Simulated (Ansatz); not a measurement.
# AlGaO: the cost of one run

Method: cc-pVTZ, core rule «outside noble gas», up to 20 orbitals frozen; program: Ansatz 0.2.0, Gaussian basis.

The runs, in order: UHF; CCSD(T) on ROHF; CCSD(T) on UHF; BCCD(T) on ROHF; CCSDT(Q) on ROHF; CCSDT(Q) on UHF.

10 further runs of the same task are left out: 5 for a known fault of the program, 5 set aside as unsound or not needed.

## (1) The geometry

The geometry is a PBE0/def2-TZVP stationary point (not a proven minimum) of the parent state, kept for this charge and spin. No spin-orbit coupling is included. The filled d shell of Ga may be among the frozen orbitals whatever the setting's name suggests; the logs give the count.

3 atoms, charge 0, spin multiplicity 5.

Atoms are counted from 1 here; the program's logs count them from 0.

Bond lengths: Al1–O2 1.696 Å, O2–Ga3 1.801 Å. Angles: Al1–O2–Ga3 180.0°.

## (2) UHF

Contents of in.yaml:

```yaml
crystal:
  periodic: [false, false, false]
  atoms:
    - {symbol: Al, position_ang: [0.000000, 0.000000, 1.730700]}
    - {symbol: O, position_ang: [0.000000, 0.000000, 0.035000]}
    - {symbol: Ga, position_ang: [0.000000, 0.000000, -1.765700]}
basis:
  gaussian: {orbitals: cc-pVTZ}
magnetization: {spin_polarized: true, initial_magnetization: 4}
hamiltonian: {xc: hf}
output: {orbitals: {seedname: orbitals}}
```

The run is started by

```
> ansatz run in.yaml --threads 1 --pin off --events-out ev --progress --plain --max-ram 4096MiB --backend cpu
```

**Question.** How long does this run take on 1 thread of AMD EPYC 7R13, shared host, and how much memory does it need?

About 16 s, with a peak of 0.26 GiB.
